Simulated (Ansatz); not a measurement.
# H₄NO₂STa: vertical ionisation energy

The task here is to estimate one member of a computed series from the others.

Method: unrestricted cation, the program's frozen cores in correlated methods; program: Ansatz 0.2.0, Gaussian basis.

Plan: UKS PBE-D4/def2-TZVPP; UKS r2SCAN-D4/def2-TZVPP; UKS PBE0-D4/def2-TZVPP; UKS B3LYP-D4/def2-TZVPP; UKS wB97X-V/def2-TZVPP; UKS wB97M-V/def2-TZVPP; UKS B2PLYP/def2-TZVPP; UHF-CCSD(T)/def2-TZVPP; UHF-MP2/def2-QZVPP; extrapolation to the limit; then −ε(HOMO) from the neutral's earlier runs with LDA (SPW92), PBE-D4, revPBE-D4, BLYP-D4, r2SCAN-D4, B97M-V, PBE0-D4, B3LYP-D4, r2SCANh-D4, r2SCAN0-D4, HSE06-D4, BHLYP-D4, CAM-B3LYP-D4, LC-ωPBE, ωB97X-V, ωB97M-V.

## Structure used throughout

An earlier PBE0-D4 in a triple-zeta def2 set relaxation fixed the geometry. Ta takes the def2 core potential; no spin-orbit term is included.

SMILES `[NH2][Ta]([OH])([OH])=[S]`, 9 atoms, charge 0, spin multiplicity 1.

Atoms are counted from 1 here; the program's logs count them from 0.

Bond lengths: N1–Ta2 1.969 Å, N1–H6 1.010 Å, N1–H7 1.008 Å, Ta2–O3 1.899 Å, Ta2–O4 1.899 Å, Ta2–S5 2.168 Å, O3–H8 0.957 Å, O4–H9 0.957 Å. Angles: Ta2–N1–H6 124.0°, Ta2–N1–H7 125.3°, H6–N1–H7 110.7°, N1–Ta2–O3 109.4°, N1–Ta2–O4 109.4°, N1–Ta2–S5 106.7°, O3–Ta2–O4 106.9°, O3–Ta2–S5 112.2°, O4–Ta2–S5 112.2°, Ta2–O3–H8 130.9°, Ta2–O4–H9 130.9°.

Set-up of the first run:

Input file in.yaml:

```yaml
crystal:
  periodic: [false, false, false]
  atoms:
    - {symbol: N, position_ang: [-0.277725, 0.759416, -1.429866]}
    - {symbol: Ta, position_ang: [0.136887, -0.037729, 0.322153]}
    - {symbol: O, position_ang: [1.115235, -1.645683, 0.067589]}
    - {symbol: O, position_ang: [-1.480664, -0.508626, 1.199234]}
    - {symbol: S, position_ang: [1.268355, 1.444912, 1.427858]}
    - {symbol: H, position_ang: [-0.800091, 0.288210, -2.155076]}
    - {symbol: H, position_ang: [-0.004479, 1.682517, -1.729223]}
    - {symbol: H, position_ang: [2.019356, -1.870494, 0.288392]}
    - {symbol: H, position_ang: [-1.888273, -0.158822, 1.991839]}
basis:
  gaussian: {orbitals: def2-TZVPP}
total_charge: 1
magnetization: {spin_polarized: true, initial_magnetization: 1}
hamiltonian: {xc: pbe, dispersion: d4}
```

On the command line:

```console
> ansatz run in.yaml --threads 2 --pin off --events-out ev --progress --plain --max-ram 32768MiB --backend cpu
```

Steps of the session up to this table: Cation, UKS PBE-D4/def2-TZVPP; Cation, UKS r2SCAN-D4/def2-TZVPP; Cation, UKS PBE0-D4/def2-TZVPP; Cation, UKS B3LYP-D4/def2-TZVPP; Cation, UKS wB97X-V/def2-TZVPP; Cation, UKS wB97M-V/def2-TZVPP; Cation, UKS B2PLYP (frozen core)/def2-TZVPP; Cation, UHF-CCSD(T)/def2-TZVPP; Cation, UHF-MP2/def2-QZVPP.

One of the session's tables, all rows but one given; the rest of the session is left out.

It belongs to the step «Ionisation energies side by side». For comparison, −ε(HOMO) of the neutral from earlier runs:

```
  functional  −ε(HOMO) (eV)
 LDA (SPW92)           6.39
      PBE-D4           6.22
   revPBE-D4           6.16
     BLYP-D4           6.04
   r2SCAN-D4           6.50
      B97M-V           6.50
     PBE0-D4           7.39
    B3LYP-D4           7.14
  r2SCANh-D4           6.93
  r2SCAN0-D4           7.57
    HSE06-D4           6.99
    BHLYP-D4              ?
CAM-B3LYP-D4           8.64
     LC-ωPBE           9.98
     ωB97X-V           9.64
     ωB97M-V           9.50
```

**Question.** Estimate the row for BHLYP-D4.

Worked estimate for «−ε(HOMO) (eV)». Against the share of exact exchange, BLYP-D4 (0, 6.04), B3LYP-D4 (0.2, 7.14) give a slope of 5.50 per unit share; at 0.5 the line stands at 8.79.

**Answer.** −ε(HOMO) (eV): 8.37. In «−ε(HOMO) (eV)» the line misses by +0.42.

Caveats from the session: The cation may have settled in a state other than its lowest; no search over hole states beyond the program's own was made.
